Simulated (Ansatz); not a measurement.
**CHClGa (doublet): from Hartree-Fock to the top rungs, cc-pVDZ**

How much of the correlation energy of CHClGa (doublet) does each wave-function method recover here?

Computed with Ansatz 0.2.0, Gaussian basis. Level: cc-pVDZ, core rule «outside noble gas», up to 20 orbitals frozen.

To be run: UHF; CCSD(T) on ROHF; CCSD(T) on UHF; BCCD(T) on ROHF; CISD; CCSDT(Q) on ROHF; CCSDT(Q) on UHF; CASSCF and MRCISD+Q, 9 electrons in 9 orbitals; CASSCF and NEVPT2, 9 electrons in 9 orbitals.

31 further runs of the same task are left out: 3 for a known fault of the program, 15 that didn't finish, 13 set aside as unsound or not needed.

### 1 What is computed

The geometry is a PBE0/def2-TZVP stationary point (not a proven minimum) of the parent state, kept for this charge and spin. No spin-orbit coupling is included. The filled d shell of Ga may be among the frozen orbitals whatever the setting's name suggests; the logs give the count.

4 atoms, charge 0, spin multiplicity 2.

Atoms are counted from 1 here; the program's logs count them from 0.

Bond lengths: C1–Ga2 1.935 Å, Ga2–Cl3 2.137 Å, Ga2–H4 1.551 Å. Angles: C1–Ga2–Cl3 115.5°, C1–Ga2–H4 123.6°, Cl3–Ga2–H4 120.9°.

### 2 UHF

Input file in.yaml:

```yaml
crystal:
  periodic: [false, false, false]
  atoms:
    - {symbol: C, position_ang: [0.000000, -1.191151, 1.729045]}
    - {symbol: Ga, position_ang: [0.000000, 0.296335, 0.491689]}
    - {symbol: Cl, position_ang: [0.000000, -0.229904, -1.579353]}
    - {symbol: H, position_ang: [0.000000, 1.781823, 0.936251]}
basis:
  gaussian: {orbitals: cc-pVDZ}
magnetization: {spin_polarized: true, initial_magnetization: 1}
hamiltonian: {xc: hf}
output: {orbitals: {seedname: orbitals}}
```

On the command line:

```bash
$ ansatz run in.yaml --threads 1 --pin off --events-out ev --progress --plain --max-ram 2393MiB
```

The runs that follow: CCSD(T) on ROHF; CCSD(T) on UHF; BCCD(T) on ROHF; CISD; CCSDT(Q) on ROHF; CCSDT(Q) on UHF; CASSCF and MRCISD+Q, 9 electrons in 9 orbitals; CASSCF and NEVPT2, 9 electrons in 9 orbitals.

Q: Predict the results of all the runs planned. Wanted: RCCSDT(Q) below the RHF energy; RMP2 from RCCSDT(Q); UMP2 from RCCSDT(Q); RCCSD from RCCSDT(Q); RCCSD(T) from RCCSDT(Q); UCCSD(T) from RCCSDT(Q); UCCSDT(Q) from RCCSDT(Q); T1 diagnostic.

**Answer**, as computed:

| quantity | value |
| --- | --- |
| RCCSDT(Q) below the RHF energy | -8.6677 eV |
| RMP2 from RCCSDT(Q) | +34.13 kcal/mol |
| UMP2 from RCCSDT(Q) | +31.73 kcal/mol |
| RCCSD from RCCSDT(Q) | +5.97 kcal/mol |
| RCCSD(T) from RCCSDT(Q) | +1.29 kcal/mol |
| UCCSD(T) from RCCSDT(Q) | -2.97 kcal/mol |
| UCCSDT(Q) from RCCSDT(Q) | +0.01 kcal/mol |
| levels within 1 kcal/mol (43 meV) | RCCSDT, UCCSDT, UCCSDT(Q) |
| T1 diagnostic | 0.017 |

What this shows: RCCSD(T) misses by +1.29 kcal/mol, 0.6 % of the correlation energy. CCSD(T) misses by +1.29 kcal/mol on the restricted determinant and by -2.97 kcal/mol on the unrestricted one; the two need not hold the same state or core. These misses are within one basis, not against nature; the frozen cores of restricted and unrestricted runs differ, which can shift their rows.
